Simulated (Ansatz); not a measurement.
# CH6FNOSi: up Jacob's ladder to CCSD(T)

The task here is to estimate one member of a computed series from the others.

Program: Ansatz 0.2.0, Gaussian basis. Level of theory: functionals in def2-TZVPP, the program's frozen cores in correlated methods. These are calculated values, not measurements.

The runs, in order: LDA (SPW92), PBE-D4, revPBE-D4, BLYP-D4, r2SCAN-D4, B97M-V, PBE0-D4, B3LYP-D4, r2SCANh-D4, r2SCAN0-D4, HSE06-D4, BHLYP-D4, CAM-B3LYP-D4, LC-ωPBE, ωB97X-V, ωB97M-V, B2PLYP, PBE-QIDH; CCSD(T)/def2-SVP; CCSD(T)/def2-TZVPP; MP2/def2-QZVPP; extrapolation to the limit; RPA on PBE.

## The relaxed structure

The geometry comes from an earlier relaxation with PBE0-D4 in a triple-zeta def2 set; it is a stationary point, not always the lowest conformer.

SMILES `NC(O)[SiH2]F`, 11 atoms, charge 0, spin multiplicity 1.

Atoms are counted from 1 here; the program's logs count them from 0.

Bond lengths: N1–C2 1.448 Å, N1–H6 1.013 Å, N1–H7 1.010 Å, C2–O3 1.412 Å, C2–Si4 1.895 Å, C2–H8 1.102 Å, O3–H9 0.965 Å, Si4–F5 1.606 Å, Si4–H10 1.481 Å, Si4–H11 1.487 Å. Angles: C2–N1–H6 113.0°, C2–N1–H7 112.8°, H6–N1–H7 109.4°, N1–C2–O3 110.2°, N1–C2–Si4 113.2°, N1–C2–H8 106.5°, O3–C2–Si4 107.1°, O3–C2–H8 110.6°, Si4–C2–H8 109.3°, C2–O3–H9 106.1°, C2–Si4–F5 106.6°, C2–Si4–H10 114.2°, C2–Si4–H11 109.1°, F5–Si4–H10 108.2°, F5–Si4–H11 107.1°, H10–Si4–H11 111.2°.

The first run:

in.yaml reads:

```yaml
crystal:
  periodic: [false, false, false]
  atoms:
    - {symbol: N, position_ang: [-0.240407, 1.442925, -0.209178]}
    - {symbol: C, position_ang: [-0.279121, 0.036846, -0.552188]}
    - {symbol: O, position_ang: [0.619159, -0.231255, -1.608487]}
    - {symbol: Si, position_ang: [0.200955, -1.096893, 0.888227]}
    - {symbol: F, position_ang: [1.424345, -0.383878, 1.646941]}
    - {symbol: H, position_ang: [0.504117, 1.672759, 0.437407]}
    - {symbol: H, position_ang: [-1.119213, 1.780002, 0.156856]}
    - {symbol: H, position_ang: [-1.314728, -0.182576, -0.858388]}
    - {symbol: H, position_ang: [0.561200, 0.523214, -2.207369]}
    - {symbol: H, position_ang: [0.638883, -2.450691, 0.475934]}
    - {symbol: H, position_ang: [-0.929790, -1.167453, 1.850844]}
basis:
  gaussian: {orbitals: def2-TZVPP}
hamiltonian: {xc: lda}
output: {orbitals: {seedname: orbitals}}
```

The run is started by

```sh
$ ansatz run in.yaml --threads 4 --pin off --events-out ev --progress --plain --max-ram 10444MiB
```

Among the steps run: LDA; PBE-D4 (GGA); revPBE-D4 (GGA); BLYP-D4 (GGA); r2SCAN-D4 (meta-GGA); B97M-V (meta-GGA); B3LYP-D4 (hybrid); r2SCANh-D4 (hybrid); r2SCAN0-D4 (hybrid); HSE06-D4 (hybrid); BHLYP-D4 (hybrid); CAM-B3LYP-D4 (range-separated); LC-ωPBE (range-separated); ωB97X-V (range-separated); ωB97M-V (range-separated); B2PLYP (double hybrid); PBE-QIDH (double hybrid).

One of the session's tables, all rows but one given; the rest of the session is left out.

It belongs to the step «Orbital energies across the functionals». 

| functional | HOMO (eV) | gap (eV) |
| --- | --- | --- |
| LDA (SPW92) | -5.87 | 4.81 |
| PBE-D4 | -5.73 | 4.94 |
| revPBE-D4 | -5.67 | 5.00 |
| BLYP-D4 | -5.64 | 4.94 |
| r2SCAN-D4 | -6.00 | 5.66 |
| B97M-V | -6.17 | 5.57 |
| PBE0-D4 | -7.13 | 7.22 |
| B3LYP-D4 | -6.93 | 6.75 |
| r2SCANh-D4 | -6.52 | 6.48 |
| r2SCAN0-D4 | -7.32 | 7.69 |
| HSE06-D4 | ? | ? |
| BHLYP-D4 | -8.49 | 9.38 |
| CAM-B3LYP-D4 | -8.56 | 9.57 |
| LC-ωPBE | -9.88 | 12.15 |
| ωB97X-V | -9.55 | 11.64 |
| ωB97M-V | -9.45 | 11.19 |

Q: Estimate the row for HSE06-D4 from the others.

**Answer.** HOMO (eV): -6.73; gap (eV): 6.44. In the column «HOMO (eV)» it lies between B3LYP-D4 (-6.93) and r2SCANh-D4 (-6.52).
